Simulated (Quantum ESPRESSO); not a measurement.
# Tl (P6_3/mmc) in Quantum ESPRESSO: further runs

The runs below take Tl through single point, equation of state, with r2SCAN.

Everything below comes from runs of Quantum ESPRESSO 7.5. Logs are shortened: lines on timing, memory, paths and dates and some standing lists are left out, and cuts for length are marked.

### 1 The structure

The structure is hexagonal, space group P6_3/mmc (No. 194). Conventional cell: a = 3.509 Å, b = 3.509 Å, c = 11.266 Å, α = 90.00°, β = 90.00°, γ = 120.00°. Tl (site symmetry -6m2) has 12 Tl at 3.47 to 3.51 Å as nearest neighbours. Tl (site symmetry -3m) is surrounded by 12 Tl at 3.47 to 3.51 Å.

### 2 Single point, r2SCAN, 28.22 Å³/atom

pw.in reads:

```
&CONTROL
  calculation = 'scf'
  prefix = 'pwscf'
  outdir = './tmp'
  pseudo_dir = './pseudo'
  tprnfor = .true.
  tstress = .true.
  disk_io = 'nowf'
/
&SYSTEM
  ibrav = 0
  nat = 4
  ntyp = 1
  ecutwfc = 62
  nbnd = 36
  input_dft = 'r2scan'
  occupations = 'smearing'
  smearing = 'fd'
  degauss = 0.00367493
  nosym = .true.
  nr1 = 36
  nr2 = 36
  nr3 = 120
/
&ELECTRONS
  conv_thr = 1d-08
  electron_maxstep = 120
  mixing_beta = 0.5
/
ATOMIC_SPECIES
Tl   204.3800 Tl_ONCV_PBE-1.2.upf
CELL_PARAMETERS angstrom
   3.4370126315    0.0000000000    0.0000000000
  -1.7185063158    2.9765402520    0.0000000000
   0.0000000000    0.0000000000   11.0356298018
ATOMIC_POSITIONS crystal
Tl     0.6666666667    0.3333333333    0.7500000000
Tl     0.0000000000    0.0000000000    0.5000000000
Tl     0.3333333333    0.6666666667    0.2500000000
Tl     0.0000000000    0.0000000000    0.0000000000
K_POINTS automatic
4 4 1 0 0 0
```

Potentials or basis: SG15 PBE 1.2.

Started as:

```bash
OMP_NUM_THREADS=1 mpirun -n 2 pw.x -in pw.in > pw.out
```

pw.out:

```text
This program is part of the open-source Quantum ESPRESSO suite
     for quantum simulation of materials; please cite
         "P. Giannozzi et al., J. Phys.:Condens. Matter 21 395502 (2009);
         "P. Giannozzi et al., J. Phys.:Condens. Matter 29 465901 (2017);
         "P. Giannozzi et al., J. Chem. Phys. 152 154105 (2020);
     in publications or presentations arising from this work. More details at

     IMPORTANT: XC functional enforced from input :
     Exchange-correlation= R2SCAN
                           (   0   0   0   0   0 497 498)
     Any further DFT definition will be discarded
     Please, verify this is what you really want

     Subspace diagonalization in iterative solution of the eigenvalue problem:
     a serial algorithm will be used

     --------------------
     sticks:   dense  smooth     PW     G-vecs:    dense   smooth      PW
     Min         360     360    111                25158    25158    4415
     Max         361     361    112                25167    25167    4422
     Sum         721     721    223                50325    50325    8837

     Using Slab Decomposition

     bravais-lattice index     =            0
     lattice parameter (alat)  =       6.4950  a.u.
     unit-cell volume          =     761.8801 (a.u.)^3
     number of atoms/cell      =            4
     number of atomic types    =            1
     number of electrons       =        52.00
     number of Kohn-Sham states=           36
     kinetic-energy cutoff     =      62.0000  Ry
     charge density cutoff     =     248.0000  Ry
     scf convergence threshold =      1.0E-08
     mixing beta               =       0.5000
     number of iterations used =            8  plain     mixing
     Exchange-correlation= R2SCAN
                           (   0   0   0   0   0 497 498)

     celldm(1)=   6.495013  celldm(2)=   0.000000  celldm(3)=   0.000000
     celldm(4)=   0.000000  celldm(5)=   0.000000  celldm(6)=   0.000000

     crystal axes: (cart. coord. in units of alat)
               a(1) = (   1.000000   0.000000   0.000000 )
               a(2) = (  -0.500000   0.866025   0.000000 )
               a(3) = (   0.000000   0.000000   3.210820 )

     reciprocal axes: (cart. coord. in units 2 pi/alat)
               b(1) = (  1.000000  0.577350 -0.000000 )
               b(2) = (  0.000000  1.154701  0.000000 )
               b(3) = (  0.000000 -0.000000  0.311447 )

     PseudoPot. # 1 for Tl read from file:
     Tl_ONCV_PBE-1.2.upf
     Pseudo is Norm-conserving, Zval = 13.0
     Generated using ONCVPSP code by D. R. Hamann
     Using radial grid of  602 points,  8 beta functions with:
                l(1) =   0
                l(2) =   0
                l(3) =   1
                l(4) =   1
                l(5) =   2
                l(6) =   2
                l(7) =   3
                l(8) =   3

     atomic species   valence    mass     pseudopotential
     Tl               13.00   204.38000     Tl( 1.00)

     No symmetry found

   Cartesian axes

     site n.     atom                  positions (alat units)
         1        Tl     tau(   1) = (   0.5000000   0.2886751   2.4081152  )
         2        Tl     tau(   2) = (   0.0000000   0.0000000   1.6054101  )
         3        Tl     tau(   3) = (  -0.0000000   0.5773503   0.8027051  )
         4        Tl     tau(   4) = (   0.0000000   0.0000000   0.0000000  )

     number of k points=    10  Fermi-Dirac smearing, width (Ry)=  0.0037
                       cart. coord. in units 2pi/alat
        k(    1) = (   0.0000000   0.0000000   0.0000000), wk =   0.1250000
        k(    2) = (   0.0000000   0.2886751   0.0000000), wk =   0.2500000
        k(    3) = (   0.0000000  -0.5773503   0.0000000), wk =   0.1250000
        k(    4) = (   0.2500000   0.1443376   0.0000000), wk =   0.2500000
        k(    5) = (   0.2500000   0.4330127   0.0000000), wk =   0.2500000
        k(    6) = (   0.2500000  -0.4330127   0.0000000), wk =   0.2500000
        k(    7) = (   0.2500000  -0.1443376   0.0000000), wk =   0.2500000
        k(    8) = (  -0.5000000  -0.2886751   0.0000000), wk =   0.1250000
        k(    9) = (  -0.5000000  -0.0000000   0.0000000), wk =   0.2500000
        k(   10) = (  -0.5000000  -0.8660254   0.0000000), wk =   0.1250000

     Dense  grid:    50325 G-vectors     FFT dimensions: (  36,  36, 120)

     WARNING: libxc functional with ID  497 depends
      on external parameters: check the user_guide of
      QE if you need to modify them or to check their
      default values.

     WARNING: libxc functional with ID  498 depends
      on external parameters: check the user_guide of
      QE if you need to modify them or to check their
      default values.

     Initial potential from superposition of free atoms

     starting charge      51.5532, renormalised to      52.0000
     Starting wfcs are random

     Self-consistent Calculation

     iteration #  1     ecut=    62.00 Ry     beta= 0.50
     Davidson diagonalization with overlap
     ethr =  1.00E-02,  avg # of iterations =  9.1

     total energy              =    -380.66322773 Ry
     estimated scf accuracy    <      37.75891090 Ry

     iteration #  2     ecut=    62.00 Ry     beta= 0.50
     Davidson diagonalization with overlap
     ethr =  1.00E-02,  avg # of iterations =  1.0
[... 57 lines left out ...]
     total energy              =    -380.99255622 Ry
     estimated scf accuracy    <       0.00000006 Ry

     iteration # 11     ecut=    62.00 Ry     beta= 0.50
     Davidson diagonalization with overlap
     ethr =  1.10E-10,  avg # of iterations =  2.0

     End of self-consistent calculation

          k = 0.0000 0.0000 0.0000 (  6311 PWs)   bands (ev):

    -0.3458  -0.2563  -0.1314  -0.1314  -0.0897  -0.0897  -0.0321   0.0056
     0.0056   0.0087   0.1866   0.1867   0.2163   0.2163   0.2816   0.2816
     0.4862   0.4862   0.5685   0.5685   0.8334   2.2538   2.4021   5.8175
     8.6073  14.8491  14.8839  19.6115  19.6115  20.5800  20.5800  20.7046
    20.7046  21.7954  21.7954  22.2673

          k = 0.0000 0.2887 0.0000 (  6270 PWs)   bands (ev):
[... 65 lines left out ...]
    -0.4573  -0.3990  -0.3684  -0.3071  -0.1426  -0.1039  -0.0708   0.0027
     0.1363   0.1387   0.1925   0.3323   0.3547   0.4313   0.4593   0.5916
     0.6001   0.6303   0.7108   0.7172   5.3605   5.6423   6.3510   6.9074
     8.7090   9.1819  11.0619  11.6800  13.5545  14.6264  15.4780  17.1227
    17.3096  17.6940  18.7447  19.8201

     the Fermi energy is    11.7332 ev

!    total energy              =    -380.99255623 Ry
     estimated scf accuracy    <          7.5E-09 Ry
     smearing contrib. (-TS)   =      -0.00246286 Ry
     internal energy E=F+TS    =    -380.99009337 Ry

     The total energy is F=E-TS. E is the sum of the following terms:
     one-electron contribution =     -59.42505567 Ry
     hartree contribution      =      66.67730391 Ry
     xc contribution           =     -48.91670051 Ry
     ewald contribution        =    -339.32564111 Ry

     convergence has been achieved in  11 iterations

     Forces acting on atoms (cartesian axes, Ry/au):

     atom    1 type  1   force =    -0.00000119    0.00000089   -0.00001440
     atom    2 type  1   force =     0.00000008   -0.00000046   -0.00002268
     atom    3 type  1   force =    -0.00000061   -0.00000102    0.00005764
     atom    4 type  1   force =     0.00000172    0.00000060   -0.00002057

     Total force =     0.000067     Total SCF correction =     0.000235
     SCF correction compared to forces is large: reduce conv_thr to get better values

     Computing stress (Cartesian axis) and pressure

          total   stress  (Ry/bohr**3)                   (kbar)     P=       16.55
   0.00002031  -0.00000001   0.00000000            2.99       -0.00        0.00
  -0.00000001   0.00002031  -0.00000000           -0.00        2.99       -0.00
   0.00000000  -0.00000000   0.00029682            0.00       -0.00       43.66

=------------------------------------------------------------------------------=
   JOB DONE.
=------------------------------------------------------------------------------=
```

It took 83 s on 2 MPI ranks of Arm Neoverse V2, shared host; peak memory 0.22 GiB.

Results:

```
Free energy            : -5183.6678 eV
Pressure               : 1.7 GPa
Band gap on the k mesh : none (metal or under the smearing width)
```

Caveat: the k mesh is coarse (spacing up to 0.57 Å⁻¹), so the values aren't converged; the potentials were made for another functional, which shifts forces and pressure.

### 3 Single point, r2SCAN, 28.83 Å³/atom

pw.in, as its differences from that of step 2:

```diff
@@ -32,5 +32,5 @@
 CELL_PARAMETERS angstrom
-   3.4370126315    0.0000000000    0.0000000000
-  -1.7185063158    2.9765402520    0.0000000000
-   0.0000000000    0.0000000000   11.0356298018
+   3.4612177433    0.0000000000    0.0000000000
+  -1.7306088717    2.9975024937    0.0000000000
+   0.0000000000    0.0000000000   11.1133480653
 ATOMIC_POSITIONS crystal
```

Potentials or basis: SG15 PBE 1.2.

Started as:

```bash
OMP_NUM_THREADS=1 mpirun -n 2 pw.x -in pw.in > pw.out
```

Run time: 82 s. Hardware: 2 MPI ranks of Arm Neoverse V2, shared host; peak memory 0.22 GiB.

The run converged. Its results:

| Quantity | Value |
| --- | --- |
| Free energy | -5183.6862 eV |
| Pressure | 0.8 GPa |
| Band gap on the k mesh | none (metal or under the smearing width) |

Caveat: the k mesh is coarse (spacing up to 0.57 Å⁻¹), so the values aren't converged; the potentials were made for another functional, which shifts forces and pressure.

### 4 Single point, r2SCAN, 29.43 Å³/atom

pw.in, as its differences from that of step 3:

```diff
@@ -32,5 +32,5 @@
 CELL_PARAMETERS angstrom
-   3.4612177433    0.0000000000    0.0000000000
-  -1.7306088717    2.9975024937    0.0000000000
-   0.0000000000    0.0000000000   11.1133480653
+   3.4850889649    0.0000000000    0.0000000000
+  -1.7425444824    3.0181755779    0.0000000000
+   0.0000000000    0.0000000000   11.1899942671
 ATOMIC_POSITIONS crystal
```

Started as:

```bash
OMP_NUM_THREADS=1 mpirun -n 2 pw.x -in pw.in > pw.out
```

Wall time 82 s (2 MPI ranks of Arm Neoverse V2, shared host); peak memory 0.22 GiB.

It converged, with:

```
Free energy            : -5183.6923 eV
Pressure               : 0.0 GPa
Band gap on the k mesh : none (metal or under the smearing width)
```

Caveat: the k mesh is coarse (spacing up to 0.56 Å⁻¹), so the values aren't converged; the potentials were made for another functional, which shifts forces and pressure.

### 5 Single point, r2SCAN, 30.03 Å³/atom

pw.in, as its differences from that of step 4:

```diff
@@ -32,5 +32,5 @@
 CELL_PARAMETERS angstrom
-   3.4850889649    0.0000000000    0.0000000000
-  -1.7425444824    3.0181755779    0.0000000000
-   0.0000000000    0.0000000000   11.1899942671
+   3.5086375776    0.0000000000    0.0000000000
+  -1.7543187888    3.0385692748    0.0000000000
+   0.0000000000    0.0000000000   11.2656046300
 ATOMIC_POSITIONS crystal
```

Started as:

```bash
OMP_NUM_THREADS=1 mpirun -n 2 pw.x -in pw.in > pw.out
```

Run time: 82 s. Hardware: 2 MPI ranks of Arm Neoverse V2, shared host; peak memory 0.22 GiB.

It converged, with:

```yaml
Free_energy: -5183.6876 eV
Pressure: -0.7 GPa
Band_gap_on_the_k_mesh: none (metal or under the smearing width)
```

Caveat: the k mesh is coarse (spacing up to 0.56 Å⁻¹), so the values aren't converged; the potentials were made for another functional, which shifts forces and pressure.

### 6 Single point, r2SCAN, 30.63 Å³/atom

pw.in, as its differences from that of step 5:

```diff
@@ -32,5 +32,5 @@
 CELL_PARAMETERS angstrom
-   3.5086375776    0.0000000000    0.0000000000
-  -1.7543187888    3.0385692748    0.0000000000
-   0.0000000000    0.0000000000   11.2656046300
+   3.5318742652    0.0000000000    0.0000000000
+  -1.7659371326    3.0586928366    0.0000000000
+   0.0000000000    0.0000000000   11.3402134575
 ATOMIC_POSITIONS crystal
```

Potentials or basis: SG15 PBE 1.2.

Started as:

```bash
OMP_NUM_THREADS=1 mpirun -n 2 pw.x -in pw.in > pw.out
```

It took 87 s on 2 MPI ranks of Arm Neoverse V2, shared host; peak memory 0.22 GiB.

Results (log left out):

```
Free energy            : -5183.6734 eV
Pressure               : -1.3 GPa
Band gap on the k mesh : none (metal or under the smearing width)
```

Caveat: the k mesh is coarse (spacing up to 0.55 Å⁻¹), so the values aren't converged; the potentials were made for another functional, which shifts forces and pressure.

### 7 Single point, r2SCAN, 31.23 Å³/atom

pw.in, as its differences from that of step 6:

```diff
@@ -32,5 +32,5 @@
 CELL_PARAMETERS angstrom
-   3.5318742652    0.0000000000    0.0000000000
-  -1.7659371326    3.0586928366    0.0000000000
-   0.0000000000    0.0000000000   11.3402134575
+   3.5548091563    0.0000000000    0.0000000000
+  -1.7774045782    3.0785550349    0.0000000000
+   0.0000000000    0.0000000000   11.4138532706
 ATOMIC_POSITIONS crystal
```

Started as:

```bash
OMP_NUM_THREADS=1 mpirun -n 2 pw.x -in pw.in > pw.out
```

It took 88 s on 2 MPI ranks of Arm Neoverse V2, shared host; peak memory 0.24 GiB.

Results (log left out):

- Free energy: -5183.6510 eV
- Pressure: -1.8 GPa
- Band gap on the k mesh: none (metal or under the smearing width)

Caveat: the k mesh is coarse (spacing up to 0.55 Å⁻¹), so the values aren't converged; the potentials were made for another functional, which shifts forces and pressure.

### 8 Single point, r2SCAN, 31.83 Å³/atom

pw.in, as its differences from that of step 7:

```diff
@@ -32,5 +32,5 @@
 CELL_PARAMETERS angstrom
-   3.5548091563    0.0000000000    0.0000000000
-  -1.7774045782    3.0785550349    0.0000000000
-   0.0000000000    0.0000000000   11.4138532706
+   3.5774518634    0.0000000000    0.0000000000
+  -1.7887259317    3.0981641944    0.0000000000
+   0.0000000000    0.0000000000   11.4865549331
 ATOMIC_POSITIONS crystal
```

Started as:

```bash
OMP_NUM_THREADS=1 mpirun -n 2 pw.x -in pw.in > pw.out
```

It took 94 s on 2 MPI ranks of Arm Neoverse V2, shared host; peak memory 0.24 GiB.

Results (log left out):

| Item | Value |
| --- | --- |
| Free energy | -5183.6215 eV |
| Pressure | -2.2 GPa |
| Band gap on the k mesh | none (metal or under the smearing width) |

Caveat: the k mesh is coarse (spacing up to 0.55 Å⁻¹), so the values aren't converged; the potentials were made for another functional, which shifts forces and pressure.

### 9 Equation of state, r2SCAN

Potentials or basis: SG15 PBE 1.2.

This step only gathers the single runs of the series.

What came out:

```
Equilibrium volume                        : 29.45 Å³/atom
Bulk modulus at fixed shape and positions : 35 GPa
Pressure derivative of the bulk modulus   : 5.7
```

Energy against volume, from the lowest point:
| volume (Å³/atom) | energy (meV/atom) |
| --- | --- |
| 28.225 | 6.13 |
| 28.825 | 1.52 |
| 29.426 | 0.00 |
| 30.026 | 1.18 |
| 30.627 | 4.73 |
| 31.227 | 10.33 |
| 31.828 | 17.71 |

Caveat: the k mesh is coarse (spacing up to 0.56 Å⁻¹), so the values aren't converged; the potentials were made for another functional, which shifts forces and pressure; the cell was scaled at fixed shape and fractional positions, which overstates the stiffness of a crystal with free parameters, most of all of layers and chains.
